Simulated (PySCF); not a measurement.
# [TaOF4]-: geometry, NMR shifts and electronic excitations

Aim: predict the NMR shifts and electronic excitations of [TaOF4]- (`[O]=[Ta-]([F])([F])([F])[F]`).

Computed with PySCF 2.14.0, with density-fitted response routines of our own, on a single molecule in the gas phase. Atoms are numbered from 0 throughout.

### Step 1. Starting geometry

6 atoms, charge -1, multiplicity 1; geometry from: GFN2-xTB.

Bonds of the start (Å): Ta0–O1 1.72, Ta0–F2 1.91, Ta0–F3 1.91, Ta0–F4 1.91, Ta0–F5 1.91.

### Step 2. Optimising the geometry at PBE0-D3(BJ)/def2-SVP

What the job is given:

```
{"job": {"xc": "PBE0", "basis": "def2-SVP", "d3": "d3bj", "grid": 1, "maxiter": 40, "kind": "geom"}, "charge": -1, "multiplicity": 1}
Ta     0.000700     0.000720     0.100840
O      0.002910    -0.006720     1.818110
F      1.818880     0.011390    -0.482930
F     -0.013070     1.821900    -0.472690
F     -1.819410    -0.011100    -0.476750
F      0.009990    -1.816190    -0.486590
```

**Question.** This job is followed by: GIAO PBE0/pcSseg-1 Ta:def2-TZVP NMR shielding, non-relativistic, gas phase; TDDFT PBE0/def2-SVPD, vertical, gas phase, core orbitals frozen in the response; GIAO B3LYP/pcSseg-1 Ta:def2-TZVP NMR shielding, non-relativistic, gas phase. Predict these results of the whole session: point group; rotational constants (main isotopes); ¹⁷O shifts against H2O (PBE0/def2-TZVP+pcSseg-1); ¹⁹F shifts against CFCl3 (PBE0/def2-TZVP+pcSseg-1, means over atoms taken as alike); lowest singlet (PBE0/def2-SVPD); brightest single state of those computed; lowest triplet; range of the shift of F2.

**Answer**, as computed:

```
                                                                           quantity                        value
                                                                        point group                          C4v
                                               rotational constants (main isotopes)         2.52, 2.52, 1.93 GHz
                                   ¹⁷O shifts against H2O (PBE0/def2-TZVP+pcSseg-1)                    701.4 ppm
¹⁹F shifts against CFCl3 (PBE0/def2-TZVP+pcSseg-1, means over atoms taken as alike)                     11.6 ppm
                                                    lowest singlet (PBE0/def2-SVPD)  6.42 eV (193 nm), f = 0.002
                                           brightest single state of those computed  state 5, 7.60 eV, f = 0.009
                                                                     lowest triplet                      6.27 eV
                                                           range of the shift of F2             11.6 to 14.4 ppm
```

The optimisation took 5 steps and gained 0.062 eV; among the close pairs (by a distance rule), Ta0–F3 changed most, from 1.909 to 1.932 Å. At PBE0/def2-TZVP+pcSseg-1: The widest tensor belongs to O1: span 944 ppm, with a paramagnetic part of -763 ppm. The lowest singlet, at 6.42 eV, is HOMO→LUMO 1.00 and is weak; of the 10 states computed, the strongest absorption comes from states 5 to 6 together at 7.60 eV. The lowest triplet lies 0.15 eV below the lowest singlet (triplets in Tamm-Dancoff, singlets in full TDDFT). Spin-orbit coupling, left out, mixes singlets and triplets in elements this heavy. The lowest singlet lies above −ε(HOMO); no detachment energy was computed, so the anion's states may not be bound. In ppm, F2 (with its like atoms) moves most: its shift spreads over 2.8 ppm, from 11.6 (PBE0/def2-TZVP+pcSseg-1) to 14.4 (B3LYP/def2-TZVP+pcSseg-1). Spin-orbit coupling is left out, which matters for shieldings and couplings at and beside the heavy atoms.
